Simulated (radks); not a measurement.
# Ag²⁺ inside a hard spherical wall

What does compression do to the levels of Ag²⁺? A hard sphere of shrinking radius stands in for pressure; the configuration is held at [Kr] 4d9.

The numbers are computed with radks (a radial shooting solver on a logarithmic mesh, Libxc functionals) version 1 (scalar-relativistic Kohn-Sham, LDA (Slater exchange, Perdew-Wang correlation), spin-polarised, spherical densities, finite nucleus; open shells are filled with parallel spins first), except any that are marked as measured or tabulated.

### 1 Starting point

- element: silver (Z = 47)
- charge: +2
- electrons: 45
- configuration: [Kr] 4d9
- nuclear rms radius: 4.5454 fm

Outer shells as boxes (Hund's rule):

Ag²⁺
```
[Kr] core
4d [↑↓][↑↓][↑↓][↑↓][↑ ]
```

### 2 The free atom

Input:

```text
Z 47
configuration [Kr] 4d9 5s0 5p0 4f0
relativity scalar-relativistic
functional lda,pw
spin polarised
nucleus finite rms 4.5454 fm
c 137.035999084
```

### 3 Wall at 20 bohr

Settings, as their differences from step 2:

```diff
@@ -6,2 +6,3 @@
 nucleus finite rms 4.5454 fm
+wall 20 bohr
 c 137.035999084
```

### 4 Wall at 10 bohr

Settings, as their differences from step 3:

```diff
@@ -6,3 +6,3 @@
 nucleus finite rms 4.5454 fm
-wall 20 bohr
+wall 10 bohr
 c 137.035999084
```

### 5 Wall at 7 bohr

Settings, as their differences from step 4:

```diff
@@ -6,3 +6,3 @@
 nucleus finite rms 4.5454 fm
-wall 10 bohr
+wall 7 bohr
 c 137.035999084
```

### 6 Wall at 5 bohr

Settings, as their differences from step 5:

```diff
@@ -6,3 +6,3 @@
 nucleus finite rms 4.5454 fm
-wall 7 bohr
+wall 5 bohr
 c 137.035999084
```

### 7 Wall at 4 bohr

Settings, as their differences from step 6:

```diff
@@ -6,3 +6,3 @@
 nucleus finite rms 4.5454 fm
-wall 5 bohr
+wall 4 bohr
 c 137.035999084
```

### 8 Wall at 3.5 bohr

Settings, as their differences from step 7:

```diff
@@ -6,3 +6,3 @@
 nucleus finite rms 4.5454 fm
-wall 4 bohr
+wall 3.5 bohr
 c 137.035999084
```

### 9 Wall at 3 bohr

Settings, as their differences from step 8:

```diff
@@ -6,3 +6,3 @@
 nucleus finite rms 4.5454 fm
-wall 3.5 bohr
+wall 3 bohr
 c 137.035999084
```

### 10 Wall at 2.5 bohr

Settings, as their differences from step 9:

```diff
@@ -6,3 +6,3 @@
 nucleus finite rms 4.5454 fm
-wall 3 bohr
+wall 2.5 bohr
 c 137.035999084
```

Q: Predict the outcome of this session. Wanted: for each run, R; E − E(free); ε(4d); ε(5s, empty); ε(5p, empty); ε(4f, empty); pressure.

As calculated:

```tsv
R (bohr)	E − E(free) (eV)	ε(4d) (eV)	ε(5s, empty) (eV)	ε(5p, empty) (eV)	ε(4f, empty) (eV)	pressure (GPa)
free	0.000	-29.471	-21.267	-14.571	-3.821	0
20	0.000	-29.471	-21.267	-14.571	-3.818	< 0.0001
10	0.000	-29.471	-21.267	-14.570	-3.225	< 0.0001
7	0.000	-29.470	-21.257	-14.496	-1.359	0.00214
5	0.075	-29.368	-20.805	-13.297	3.142	0.639
4	0.861	-28.700	-18.645	-9.561	8.782	11.1
3.5	2.867	-27.495	-15.153	-4.442	13.748	48.5
3	9.664	-24.532	-6.867	6.603	21.704	228
2.5	34.330	-17.029	14.063	32.288	35.902	1241
```

**Reading.** Eigenvalues are for spin up. At the tightest wall, 2.5 bohr, the energy stands 34.330 eV above the free atom and the pressure, −dE/dV, is 1241 GPa. Of the levels in the table that exist at both ends, 5p (empty) rises most from the free atom (46.859 eV). Shells are not refilled when levels cross, and a hard wall is a model, not a crystal.
